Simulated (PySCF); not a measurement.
# PtO₂: singlet, from a linear start

Where does singlet PtO₂ go from a linear start, is the end point a minimum, and what are its modes, charges and moments?

Method: wB97X, basis Pt def2-TZVP with ECP60, O def2-TZVP, scalar-relativistic core potentials, no spin–orbit coupling, density fitting; program: PySCF 2.14.0.

**1. Where the work starts**

3 atoms, charge 0, spin multiplicity 1.

Bond lengths: Pt1–O2 1.690 Å, Pt1–O3 1.690 Å. Angles: O2–Pt1–O3 180.0°.

Coordinates in bohr (charge 0 multiplicity 1):
```
Pt    0.0000    0.0000    0.0000
O     0.0000    0.0000    3.1936
O     0.0000    0.0000   -3.1936
```

**2. Finding the electronic state**

The steps below are one call of a driver around PySCF. For each, scf.py gives the equivalent set-up of the SCF; relaxations use the driver's own optimiser. The state is first sought with PBE0. After this first run the driver tries any further starts and a stability analysis.

Contents of scf.py:

```python
from pyscf import gto, scf, dft
mol = gto.M(atom='''
Pt     0.000000     0.000000     0.000000
O      0.000000     0.000000     1.690000
O      0.000000     0.000000    -1.690000''',
    basis={'Pt': 'def2-TZVP', 'O': 'def2-TZVP'},
    ecp={'Pt': 'def2-TZVP'},
    charge=0, spin=0)
mf = dft.RKS(mol, xc='PBE0')
mf.grids.atom_grid = (50, 194)
aux = {'Pt': 'def2-universal-JKFIT', 'O': 'def2-universal-JKFIT'}
mf = mf.density_fit(auxbasis=aux)
mf.conv_tol = 1e-08
mf.diis_space = 10
mf.max_cycle = 60
mf.init_guess = 'minao'
mf.verbose = 4
mf.kernel()
```

Launch:

```console
$ OMP_NUM_THREADS=2 python axn.py task.json out
```

Standard output:

```text
init E= -254.48936630455
  HOMO = -0.63732582882405  LUMO = -0.609767089393905  gap/eV = 0.74991
cycle= 1 E= -269.437650156638  delta_E= -14.9  |g|= 0.821  |ddm|= 8.38
  HOMO = -0.169392522587303  LUMO = -0.0244103637068881  gap/eV = 3.94517
cycle= 2 E= -268.93559844774  delta_E= 0.502  |g|= 1.83  |ddm|= 2.22
  HOMO = -0.307735219161184  LUMO = -0.144914660241705  gap/eV = 4.43057
cycle= 3 E= -269.554863840583  delta_E= -0.619  |g|= 0.446  |ddm|= 1.48
  HOMO = -0.324721954125337  LUMO = -0.190004035848486  gap/eV = 3.66586
cycle= 4 E= -269.588590507656  delta_E= -0.0337  |g|= 0.0918  |ddm|= 0.244
  HOMO = -0.326966777326053  LUMO = -0.185108972425916  gap/eV = 3.86015
cycle= 5 E= -269.59003905789  delta_E= -0.00145  |g|= 0.0101  |ddm|= 0.0527
  HOMO = -0.327675160684983  LUMO = -0.185710812123083  gap/eV = 3.86305
cycle= 6 E= -269.590056519205  delta_E= -1.75e-05  |g|= 0.00172  |ddm|= 0.00928
  HOMO = -0.327765327281938  LUMO = -0.185783149500406  gap/eV = 3.86353
cycle= 7 E= -269.59005701858  delta_E= -4.99e-07  |g|= 0.000134  |ddm|= 0.00141
  HOMO = -0.327775646177624  LUMO = -0.185788364371336  gap/eV = 3.86367
cycle= 8 E= -269.590057021983  delta_E= -3.4e-09  |g|= 2.43e-05  |ddm|= 0.000123
  HOMO = -0.327770976002657  LUMO = -0.1857866055737  gap/eV = 3.86359
Extra cycle  E= -269.590057021  delta_E= 9.83e-10  |g|= 7.82e-05  |ddm|= 6.6e-05
converged SCF energy = -269.590057021
```

This step, with its further starts and checks, took 25 s on 2 threads, shared host.

The starts that the driver tried:

```tsv
start	energy (Eh)
the minimal-basis guess	-269.590057
a thermally smeared density	-269.590057
a smeared PBE density	-269.590057
```

The test of internal stability and the other starts found no lower closed-shell solution.

**3. Linear start, singlet: relaxation**

The program finds D∞h symmetry in the start, which this walk keeps. Threshold on the gradient: 0.0003 Eh/bohr, with a further test on the energy change.

Edit scf.py of step 2 so:

```diff
@@ -9 +9 @@
-mf = dft.RKS(mol, xc='PBE0')
+mf = dft.RKS(mol, xc='WB97X')
@@ -16 +15,0 @@
-mf.init_guess = 'minao'
```

Steps of the walk:

```tsv
step	energy (Eh)	change (kJ/mol)	largest symmetric gradient (Eh/bohr)
0	-269.730856	0.00	0.01501
1	-269.730882	-0.07	0.01502
2	-269.731195	-0.89	0.00057
3	-269.731195	-0.89	0.00002
```

The walk took 33 s.

After 3 steps and 0.9 kJ/mol it ends at D∞h: Pt–O 1.678 Å (×2); O–Pt–O 180.0°.

**4. Hessian and properties**

On the finer grid the gradient is checked again; gradients at displacements of ±0.02 bohr then give force constants and infrared intensities.

Edit scf.py of step 3 so:

```diff
@@ -3,3 +3,3 @@
-Pt     0.000000     0.000000     0.000000
-O      0.000000     0.000000     1.690000
-O      0.000000     0.000000    -1.690000''',
+Pt    -0.000000     0.000000    -0.000000
+O     -0.000000    -0.000000     1.678699
+O      0.000000     0.000000    -1.678699''',
@@ -10 +10 @@
-mf.grids.atom_grid = (50, 194)
+mf.grids.atom_grid = (75, 302)
@@ -13 +13 @@
-mf.conv_tol = 1e-08
+mf.conv_tol = 1e-10
```

The driver hands on the density of the step before, so the log starts near convergence.

SCF at the final geometry:

```text
init E= -269.721173711146
  HOMO = -0.417581676772276  LUMO = -0.101366790734046  gap/eV = 8.60465
cycle= 1 E= -269.721173711145  delta_E= 4.55e-13  |g|= 2.65e-06  |ddm|= 1.66e-06
  HOMO = -0.417581524278813  LUMO = -0.10136673674713  gap/eV = 8.60464
Extra cycle  E= -269.721173711137  delta_E= 8.64e-12  |g|= 7.51e-06  |ddm|= 4.39e-06
converged SCF energy = -269.721173711137
```

The whole step took 85 s.

Geometry: D∞h; Pt–O 1.679 Å (×2); O–Pt–O 180.0°.

Modes, for the most abundant isotopes:

```json
{"symmetry": "πu", "ω (cm⁻¹)": "82", "IR (km/mol)": "6.5", "type": "bend"}
{"symmetry": "σg+", "ω (cm⁻¹)": "1070", "IR (km/mol)": "0.0", "type": "stretch"}
{"symmetry": "σu+", "ω (cm⁻¹)": "1092", "IR (km/mol)": "208", "type": "stretch"}
```

All wavenumbers are real: a minimum.

Properties at this point:

```yaml
Dipole_moment: 0.00 D
Highest_occupied_level: -11.36 eV
Lowest_empty_level: -2.76 eV
Rotational_constants: 0.187 cm⁻¹
Zero-point_energy: 13.9 kJ/mol
Principal_polarisabilities: 27.8, 27.8, 58.1 bohr³
Atomisation_energy_without_zero-point_energy: 761 kJ/mol
Principal_traceless_quadrupole_moments_about_the_centre_of_mass: -5.95, 2.98, 2.98 D Å
Entropy_at_298.15_K_and_1_bar: 270.0 J/(mol K)
Heat_capacity_Cp_at_298.15_K: 48.0 J/(mol K)
Enthalpy_at_298.15_K_above_0_K: 12.86 kJ/mol
Rotational_symmetry_number: 2
```

Charges (e) and bond orders:

```csv
atom,Mulliken,Löwdin,polar tensor,Mayer order to Pt1
Pt1,0.80,0.66,1.01,–
"O2,3",-0.40,-0.33,-0.50,1.94
```

Outer orbital energies (eV). occupied: -17.23, -17.23, -13.65, -13.65, -13.41, -13.08, -13.08, -11.36; empty: -2.76, -2.76, 2.11, 2.11.

Mulliken populations on Pt1 (outside its core potential): s 3.19, p 6.39, d 7.53, f 0.09.

**5. Stability of the closed shell**

At the lowest minimum the closed shell is tested against spin polarisation, on the (50, 194) grid. It is stable.

**6. Density, ELF and potential**

The plane holds Pt1 at (0.00, 0.00), O2 at (1.68, 0.00), O3 at (-1.68, 0.00) Å. Columns run from x = -3.75 to 4.05 Å, rows from y = 2.25 (top) to -1.95 Å, in steps of 0.3 Å. Electrons inside core potentials are absent.

Density (cut at 5 e/Å³):

Ten steps from '0' (0.000 e/Å³) to '9' (5.000 e/Å³), finer at the low end (step k begins (100^(k/10) - 1)/99 of the way up):
```
000000000000000000000000000
000000000000000000000000000
000000000011111100000000000
000000111122332211110000000
000012233334554333322100000
000124565557887555654210000
000136898779999778986310000
000248999889559889998420000
000248999889559889998420000
000136898779999778986310000
000124565557887555654210000
000012233334554333322100000
000000111122332211110000000
000000000011111100000000000
000000000000000000000000000
```

ELF (0 where the density is under 0.005 e/Å³):

Ten even steps from '0' (0.00) to '9' (0.93):
```
000000000001221000000000000
000000000012332100000000000
000000000123443210000000000
000012221224554221222100000
000234554323553234554320000
001467877524774257787641000
003689988626886268899863000
014799647739009377469974100
014799647739009377469974100
003689988626886268899863000
001467877524774257787641000
000234554323553234554320000
000012221224554221222100000
000000000123443210000000000
000000000012332100000000000
```

Electrostatic potential (cut at 20 V):

Ten steps from '0' (-0.78 V) to '9' (20.00 V), finer at the low end (step k begins (100^(k/10) - 1)/99 of the way up):
```
333333333444444443333333333
222233334444444444333322223
222223334455555544333222222
222223344566776654433222222
221123556678998766553211222
211135788899999988875311122
210148999999999999998410122
110159999999999999999510112
110159999999999999999510112
210148999999999999998410122
211135788899999988875311122
221123556678998766553211222
222223344566776654433222222
222223334455555544333222222
222233334444444444333322223
```

Values on the line from Pt1 (at 0) through O2 (at 1.679 Å):

```tsv
distance (Å)	density (e/Å³)	ELF	electrostatic potential (V)
0.76	2.7	0.389	49.6
0.92	1.93	0.332	30.1
1.09	2.77	0.734	30
1.26	4.93	0.806	59.5
1.43	8.68	0.214	174
1.59	177	0.992	915
1.85	21.9	0.229	340
2.01	6.66	0.753	92.8
2.18	3.22	0.928	30
2.35	1.37	0.932	9.76
2.52	0.563	0.908	2.75
2.69	0.239	0.852	0.273
```

Making the fields took 2.9 s on 2 threads, shared host.

**7. What came out**

| quantity | value |
| --- | --- |
| minimum | singlet, D∞h |
| geometry | Pt–O 1.679 Å (×2); O–Pt–O 180.0° |
| wavenumbers (cm⁻¹) | 82 (πu), 1070 (σg+), 1092 (σu+) |
| dipole moment | 0.00 D |
| highest occupied, lowest empty level | -11.36, -2.76 eV |
| polar-tensor charge of Pt1 | +1.01 e |
| zero-point energy | 13.9 kJ/mol |
| entropy at 298.15 K | 270.0 J/(mol K) |
| atomisation energy (no zero-point energy) | 761 kJ/mol |

**Reading.** The molecule stays D∞h, as typed, and the end point is a minimum. The strongest infrared band lies at 1092 cm⁻¹ (σu+, stretch). The dipole vanishes although Pt1 carries +1.0 e by the polar tensor: the bond dipoles cancel. Only this shape and spin were tried, so other structures or states may lie lower. Spin–orbit coupling, left out here, can matter for elements this heavy.

The search up to here took 2.6 min.
